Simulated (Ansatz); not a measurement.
# F2OTi: the cost of one run

Computed with Ansatz 0.2.0, Gaussian basis. Level: PBE0-D4/def2-TZVP structures, single points in def2-TZVPP, no counterpoise correction.

Levels: SPW92, PBE-D4, BLYP-D4, r2SCAN-D4, B97M-V, PBE0-D4, B3LYP-D4, r2SCAN0-D4, BHLYP-D4, CAM-B3LYP-D4, wB97X-V, wB97M-V, B2PLYP, PBE-QIDH, RPA on PBE, Hartree-Fock, MP2, CCSD, CCSD(T).

Correlated methods freeze the cores. B3LYP uses VWN-RPA correlation. B2PLYP carries no dispersion term here.

57 further runs of the same task are left out: 1 that didn't finish, 56 set aside as unsound or not needed.

### Step 1. The system as given

The complex: 6 atoms, charge 0, spin multiplicity 1.

Atoms are counted from 1 here; the program's logs count them from 0.

Bond lengths: Ti1–F2 2.144 Å, Ti1–O3 1.608 Å, Ti1–F5 1.785 Å, Ti1–F6 1.785 Å, F2–H4 0.937 Å. Angles: F2–Ti1–O3 89.3°, F2–Ti1–F5 107.7°, F2–Ti1–F6 107.7°, O3–Ti1–F5 113.5°, O3–Ti1–F6 113.5°, F5–Ti1–F6 120.3°, Ti1–F2–H4 99.8°.

As a file:

```xyz
6

Ti    0.0449    0.5637    0.1809
F    -0.7385   -1.3959   -0.1959
O     1.4218    0.1275   -0.5262
H    -0.0022   -1.7812   -0.6279
F    -0.9114    1.7246   -0.7806
F     0.1855    0.7613    1.9495
```

Its parts: TiOF₂ holds atoms 1, 3, 5, 6; HF holds atoms 2, 4. Each part counts its atoms afresh in its own runs.

### Step 2. Relaxing TiOF₂ alone

Input file relax-a/in.yaml:

```yaml
crystal:
  periodic: [false, false, false]
  atoms:
    - {symbol: Ti, position_ang: [0.044892, 0.563735, 0.180925]}
    - {symbol: O, position_ang: [1.421750, 0.127499, -0.526154]}
    - {symbol: F, position_ang: [-0.911368, 1.724593, -0.780601]}
    - {symbol: F, position_ang: [0.185465, 0.761251, 1.949472]}
basis:
  gaussian: {orbitals: def2-TZVP}
hamiltonian: {xc: pbe0, dispersion: d4}
relax: {f_tol: 0.005, max_steps: 200}
```

Started as:

```bash
> ansatz run in.yaml --threads 4 --pin off --events-out ev --progress --plain --max-ram 9574MiB
```

**Question.** How long does this run take on 4 threads of Arm Neoverse V2, shared host?

About 11 s.
